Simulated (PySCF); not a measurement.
# C3H5BrSi: the cost of one run

Computed with PySCF 2.14.0. Level: levels as typed in each script, gas phase, geometry from GFN2-xTB.

## (1) Where the work starts

SMILES `C#CC[SiH2]Br`, 10 atoms, charge 0, spin multiplicity 1.

Bond lengths: C1–C2 1.197 Å, C1–H6 1.049 Å, C2–C3 1.442 Å, C3–Si4 1.903 Å, C3–H7 1.094 Å, C3–H8 1.095 Å, Si4–Br5 2.226 Å, Si4–H9 1.455 Å, Si4–H10 1.455 Å. Angles: C2–C1–H6 178.0°, C1–C2–C3 177.7°, C2–C3–Si4 110.7°, C2–C3–H7 109.1°, C2–C3–H8 109.1°, Si4–C3–H7 110.3°, Si4–C3–H8 110.3°, H7–C3–H8 107.2°, C3–Si4–Br5 106.1°, C3–Si4–H9 112.4°, C3–Si4–H10 112.4°, Br5–Si4–H9 105.8°, Br5–Si4–H10 105.8°, H9–Si4–H10 113.7°.

Geometry (Å):

```xyz
10
charge 0, multiplicity 1
C     3.9679   -0.0794   -0.0006
C     2.8435    0.3303    0.0002
C     1.4705    0.7701    0.0008
Si    0.2855   -0.7191    0.0004
Br   -1.7719    0.1306   -0.0001
H     4.9649   -0.4042   -0.0012
H     1.2945    1.3953    0.8805
H     1.2941    1.3955   -0.8808
H     0.3877   -1.5080   -1.2184
H     0.3882   -1.5082    1.2179
```

## (2) Localised orbitals (TPSSh/def2-tzvp)

Input file input.py:

```python
import numpy as np
from pyscf import gto, scf, dft, lo
from pyscf.data.elements import chemcore

def solve(mol, dm0=None, hcore=None):
    mf = (dft.UKS if mol.spin else dft.RKS)(mol, xc='tpssh')
    mf.grids.level = 3
    mf = mf.density_fit(auxbasis='def2-universal-jkfit')
    mf.conv_tol, mf.max_cycle = 1e-8, 80
    if hcore is not None:
        mf.get_hcore = lambda *args: hcore
    mf.kernel(dm0)
    if not mf.converged:
        mf = mf.newton().run(mf.mo_coeff, mf.mo_occ, max_cycle=30)
    assert mf.converged, 'SCF not converged'
    return mf

mol = gto.M(atom='''
C      3.96793    -0.07941    -0.00062
C      2.84353     0.33029     0.00016
C      1.47050     0.77010     0.00076
Si     0.28549    -0.71911     0.00038
Br    -1.77195     0.13061    -0.00015
H      4.96488    -0.40422    -0.00119
H      1.29449     1.39529     0.88048
H      1.29411     1.39548    -0.88077
H      0.38770    -1.50799    -1.21843
H      0.38822    -1.50824     1.21791
''', basis='def2-tzvp', charge=0, spin=0, verbose=4)
mf = solve(mol)
occ_all = mf.mo_coeff[:, mf.mo_occ > 0]
occ = occ_all[:, chemcore(mol):]
loc = lo.ibo.ibo(mol, occ, iaos=lo.iao.iao(mol, occ_all))
fock, s = mf.get_fock(), mf.get_ovlp()
ortho = lo.orth_ao(mol, 'meta_lowdin')
ortho = lo.vec_lowdin(lo.iao.iao(mol, occ_all), s)
labels = lo.iao.reference_mol(mol).ao_labels(fmt=None)
vir = lo.vvo.livvo(mol, occ_all, mf.mo_coeff[:, mf.mo_occ == 0])
both = np.hstack([loc, vir])
p = (ortho.T @ s @ both) ** 2
pop = np.array([p[[l[0] == a for l in labels]].sum(0) for a in range(mol.natm)])
spd = np.array([[p[[l[0] == a and l[2][-1] == k for l in labels]].sum(0) for k in 'spd'] for a in range(mol.natm)])
eps = np.einsum('pi,pq,qi->i', both, fock, both)
for i in np.argsort(eps):
    top = np.argsort(-pop[:, i])[:3]
    print('%3d %s %9.4f Eh ' % (i + 1, 'occ' if i < loc.shape[1] else 'vir', eps[i]), '  '.join('%s%d %.3f' % (mol.atom_symbol(a), a + 1, pop[a, i]) for a in top))
np.savez('result.npz', c=both, nocc=loc.shape[1], pop=pop, spd=spd, eps=eps, e=mf.e_tot)
```

Started as:

```sh
$ OMP_NUM_THREADS=1 python input.py
```

Q: Estimate wall time and peak memory on 1 thread of Arm Neoverse V1, shared host.

About 84 s, with a peak of 0.88 GiB.
